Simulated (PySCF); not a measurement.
# C2H6GeN2: the cost of one run

Programs: PySCF 2.14.0, with density-fitted response routines of our own. Each step states its level of theory. These are calculated values for one molecule in the gas phase, unless marked as measured. Atoms count from 0, in the outputs and in this text.

### 1 The molecule as given

11 atoms, charge 0, multiplicity 1; geometry from: PBE0-D3(BJ)/def2-SVP.

Bonds of the start (Å): N0–C1 1.16, C1–C2 1.45, C2–Ge3 1.98, Ge3–N4 1.83, C2–H5 1.10, C2–H6 1.10, Ge3–H7 1.54, Ge3–H8 1.55, N4–H9 1.02, N4–H10 1.02.

### 2 Ultraviolet spectrum: B3LYP/def2-SVPD

What the job is given:

```
{"job": {"kind": "uv", "xc": "B3LYP", "basis": "def2-SVPD", "ip": true}, "charge": 0, "multiplicity": 1}
N     -1.036774     2.138448    -0.046316
C     -1.151519     1.002706    -0.248276
C     -1.209030    -0.424596    -0.469011
Ge     0.369734    -1.284723     0.360673
N      1.795582    -0.381966    -0.340055
H     -1.192007    -0.636165    -1.548918
H     -2.136191    -0.840572    -0.046135
H      0.458281    -2.749892    -0.095680
H      0.190770    -1.201545     1.894186
H      2.707876    -0.789261    -0.156435
H      1.820518     0.607644    -0.104367
```

With the program's defaults for keys left out, this is: TDDFT B3LYP/def2-SVPD, vertical, gas phase, core orbitals frozen in the response.

Launch:

```console
OMP_NUM_THREADS=1 python probes_run.py task.json out
```

The driver reads the jobs from task.json and runs them one after another.

**Question.** How long does this first job take on 1 thread of Arm Neoverse V1, shared host, and how much memory does it need?

About 56 s, with a peak of 0.77 GiB.
